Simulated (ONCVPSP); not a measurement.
**Pseudopotential generation for Mo: ONCV, PBEsol**

Do these settings give a usable potential? It is generated, then checked for transferability, scattering, ghosts and hardness.

The numbers are computed with ONCVPSP 4.0.1 (PBEsol, scalar-relativistic, spin-unpolarised reference atom).

**1. Settings**

Typed settings, in words:

- element: molybdenum (Mo, Z = 42)
- type: optimised norm-conserving Vanderbilt (ONCV)
- frozen core: [Ar] 3d10 4s2
- valence charge: 12
- reference configuration: 4p6 4d5 5s1
- partial waves: 5s: rc 2.40 bohr, ncon 4, nbas 7, qcut 2.8 1/bohr, 2 projectors, debl 0.7 Ha; 4p: rc 1.35 bohr, ncon 4, nbas 7, qcut 6.8 1/bohr, 2 projectors, debl 1.2 Ha; 4d: rc 2.10 bohr, ncon 3, nbas 8, qcut 8.9 1/bohr, 1 projector
- local potential: polynomial inside 1.05 bohr (lpopt 5, dvloc0 3 Ha)
- core correction: not asked for

**2. The generation run**

Contents of Mo.dat:

```
# ATOM AND REFERENCE CONFIGURATION
# atsym  z   nc   nv     iexc    psfile
  Mo 42.00    7    3  -116133      upf
#
#   n    l    f
    1    0    2.00
    2    0    2.00
    2    1    6.00
    3    0    2.00
    3    1    6.00
    3    2   10.00
    4    0    2.00
    4    1    6.00
    4    2    5.00
    5    0    1.00
#
# PSEUDOPOTENTIAL AND OPTIMIZATION
# lmax
    2
#
#   l,   rc,      ep,       ncon, nbas, qcut
    0    2.40    0.00    4    7    2.80
    1    1.35    0.00    4    7    6.80
    2    2.10    0.00    3    8    8.90
#
# LOCAL POTENTIAL
# lloc, lpopt,  rc(5),   dvloc0
    4    5    1.05    3.00
#
# VANDERBILT-KLEINMAN-BYLANDER PROJECTORs
# l, nproj, debl
    0    2    0.70
    1    2    1.20
    2    1    0.40
#
# MODEL CORE CHARGE
# icmod, fcfact, rcfact
    0    0.00    0.00
#
# LOG DERIVATIVE ANALYSIS
# epsh1, epsh2, depsh
   -3.00    5.00    0.02
#
# OUTPUT GRID
# rlmax, drl
    6.00    0.01
#
# TEST CONFIGURATIONS
# ncnf
    4
# nvcnf
#   n    l    f
    3
    4    1    6.00
    4    2    5.00
    5    0    0.00
#
    3
    4    1    6.00
    4    2    4.00
    5    0    0.00
#
    3
    4    1    6.00
    4    2    3.00
    5    0    0.00
#
    4
    4    1    6.00
    4    2    4.00
    5    0    1.00
    5    1    1.00
#
```

Started as:

```
$ oncvpsp.x < Mo.dat > Mo.out
```

**Question.** What will these runs give? Wanted: cutoffs for 1 and 0.1 mHa per electron, occupied waves; bound ghosts; GHOST(+) flags; largest test error; largest phase difference near zero energy, channels read; projector energies reset by the program.

**Answer**, as computed:

```
                                                quantity                                       value
  cutoffs for 1 and 0.1 mHa per electron, occupied waves                             27 Ha and 74 Ha
                                            bound ghosts                              s at -54.04 eV
                                          GHOST(+) flags                                 s at 112 eV
                            largest test error (AE − PS)  -12 meV, for 4p6 4d5 5s0 (1 test unsolved)
largest phase difference near zero energy, channels read                                   0.000 rad
                 projector energies reset by the program                         p: -1.413, 0.250 Ha
```

It has a bound ghost (s), a state that the atom doesn't have, and that rules the file out. By total energies transferability is good where solved: the largest error is 12 meV on 6.9 eV, for 4p6 4d5 5s0. Atomic tests can pass in spite of a ghost, since they solve only for the levels asked. Of the tests 1 gave no usable energy difference, which is a warning in itself. By its cutoff, 27 Ha for the looser tolerance, it is of middling hardness. The tighter tolerance needs 74 Ha, and converged work needs a cutoff nearer that. At the looser tolerance the 4p wave is the slowest; 4d needs 19 Ha. Near zero energy the phases of the channels with partial waves agree within 0.001 rad. The program also flags highly localised states, GHOST(+) (s). These are tests on the free atom; a crystal test is still owed.
